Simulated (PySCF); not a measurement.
# [Yb(HCN)]2+: other functionals and bases at one geometry

An exercise on one series of results from a longer session: the logs are not shown, and one member is left open.

Method: several levels, as the steps say, no spin–orbit coupling; program: PySCF 2.14.0.

2 further runs of the same task are left out: 1 for a known fault of the program, 1 that didn't finish.

## Starting geometry

4 atoms, charge 2, spin multiplicity 1.

Bond lengths: Yb1–N2 2.343 Å, N2–C3 1.153 Å, C3–H4 1.096 Å. Angles: Yb1–N2–C3 180.0°, N2–C3–H4 180.0°.

As a file:

```xyz
4
CHNYb
Yb    0.0000    0.0000   -0.2293
N     0.0000    0.0000    2.1134
C     0.0000    0.0000    3.2667
H     0.0000    0.0000    4.3625
```

Formal oxidation states: Yb +2. An earlier session relaxed this geometry at PBE0, Yb def2-SVP with ECP28, N def2-SVP, C def2-SVP, H def2-SVP (singlet, point group C∞v).

At PBE0 on the finer grid: E = -1251.836329 Eh, HOMO -18.30 eV, LUMO -11.86 eV, Mulliken charge on Yb1 +1.77 e, largest force component 0.003 eV/Å. 

Levels to run: PBE; revPBE; PBE0, TZVP. Hardware: 2 threads of Arm Neoverse V2, shared host.

The first run:

Input file run.py (the lines that set the calculation):

```python
mol = gto.M(atom='''
Yb     0.00000     0.00000    -0.22932
N      0.00000     0.00000     2.11341
C      0.00000     0.00000     3.26670
H      0.00000     0.00000     4.36255''',
    basis={'Yb': 'def2-SVP', 'N': 'def2-SVP', 'C': 'def2-SVP', 'H': 'def2-SVP'},
    ecp={'Yb': 'def2-SVP'},
    charge=2, spin=0)
mf = dft.RKS(mol, xc='PBE')
mf.grids.atom_grid = (75, 302)  # f atoms: unpruned, at least (60, 302)
mf = mf.density_fit()  # fitting sets: Yb def2-universal-JKFIT, N def2-universal-JKFIT, C def2-universal-JKFIT, H def2-universal-JKFIT
mf.conv_tol = 1e-08; mf.max_cycle = 55
mf.kernel(dm0)  # dm0: the density of the relaxed state
```

Started as:

```console
OMP_NUM_THREADS=2 python run.py
```

Steps of the session up to this table: PBE; revPBE; PBE0, TZVP.

One of the session's tables, all rows but one given; the rest of the session is left out.

```
              level  HOMO (eV)  gap (eV)  charge on Yb1 (e)  dipole (D)  largest force component (eV/Å)
PBE0 (relaxed here)     -18.30      6.44               1.77        3.38                            0.00
                PBE          ?         ?                  ?           ?                               ?
             revPBE     -15.39      2.57               1.74        3.34                            1.77
         PBE0, TZVP     -18.23      6.33               1.82        3.44                            1.15
```

Estimate the missing values for PBE.

**Answer.** HOMO (eV): -15.46; gap (eV): 2.66; charge on Yb1 (e): 1.73; dipole (D): 3.38; largest force component (eV/Å): 1.64. In the column «HOMO (eV)» it lies between PBE0, TZVP (-18.23) and revPBE (-15.39).

The dipole of a charged species depends on the origin, so these sizes hold for this origin alone.

In one basis the HOMO–LUMO gap runs from 2.57 eV (revPBE) to 6.44 eV (PBE0). The largest leftover force, 1.77 eV/Å with revPBE, stands at a geometry relaxed at another level. Total energies of different levels can't be compared.
